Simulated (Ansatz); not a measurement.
I need vertical spin-state energies of C₂H₈GeSi, SMILES C=C[SiH2][GeH3]. Use the Python package of Ansatz (0.2.0). Level of theory (for the species named): r2SCAN, def2-TZVP basis, multiplicity 1.

```xyz
12

C    -2.0421    1.0898    0.9707
C    -0.8426    0.9124    0.3984
Si   -0.1234   -0.8002    0.0916
Ge    1.9264   -0.5640   -0.9641
H    -2.3736    2.0901    1.1494
H    -2.5842    0.2270    1.3380
H    -0.2497    1.7583    0.0605
H    -1.0901   -1.5369   -0.7411
H     0.0352   -1.4634    1.3595
H     2.9144    0.1842   -0.1083
H     2.5260   -1.9832   -1.2691
H     1.7215    0.1407   -2.3464
```

Script `c2h8gesi.py`:
```python
# -*- coding: utf-8 -*-
"""Vertical spin-state energies of C2H8GeSi."""

import ansatz as az

system = (
    az.Crystal.molecule()
    .atom("C", (-2.0421, 1.0898, 0.9707))
    .atom("C", (-0.8426, 0.9124, 0.3984))
    .atom("Si", (-0.1234, -0.8002, 0.0916))
    .atom("Ge", (1.9264, -0.564, -0.9641))
    .atom("H", (-2.3736, 2.0901, 1.1494))
    .atom("H", (-2.5842, 0.227, 1.338))
    .atom("H", (-0.2497, 1.7583, 0.0605))
    .atom("H", (-1.0901, -1.5369, -0.7411))
    .atom("H", (0.0352, -1.4634, 1.3595))
    .atom("H", (2.9144, 0.1842, -0.1083))
    .atom("H", (2.526, -1.9832, -1.2691))
    .atom("H", (1.7215, 0.1407, -2.3464))
)

model = system.calculation()
model = model.basis(gaussian="def2-TZVP")
model = model.functional("r2scan")
found = {}
for unpaired in [0, 2]:
    summary = model.spin("collinear", total=unpaired).run(threads=1, backend="cpu").report
    s = unpaired / 2
    found[unpaired] = summary["free_energy_ev"]
    print(f"2S+1 = {unpaired + 1}: E = {found[unpaired]:.5f} eV, <S^2> = {abs(summary['mean_field']['state']['spin_squared']):.3f} (pure state {s * (s + 1):.2f})")
lowest = min(found, key=found.get)
for unpaired, e in found.items():
    print(f"multiplicity {unpaired + 1}: {96.485332 * (e - found[lowest]):.1f} kJ/mol above the lowest")
```

```console
$ python c2h8gesi.py
2S+1 = 1: E = -66597.95781 eV, <S^2> = 0.000 (pure state 0.00)
2S+1 = 3: E = -66594.16577 eV, <S^2> = 2.012 (pure state 2.00)
multiplicity 1: 0.0 kJ/mol above the lowest
multiplicity 3: 365.9 kJ/mol above the lowest
```

In order: multiplicity 1 (+0.00 eV) and multiplicity 3 (+3.79 eV), all at the one geometry.

What to keep in mind:
- Total energies depend on the basis set; only differences at equal settings carry meaning.
- The geometry is a force-field or estimated start, not a minimum of this method, and the basis set is short of its limit. All parts are taken at fixed geometry, without zero-point energy.
- It ran for 71 s on 1 thread of Arm Neoverse V1, on a shared host, peak memory 0.41 GiB.
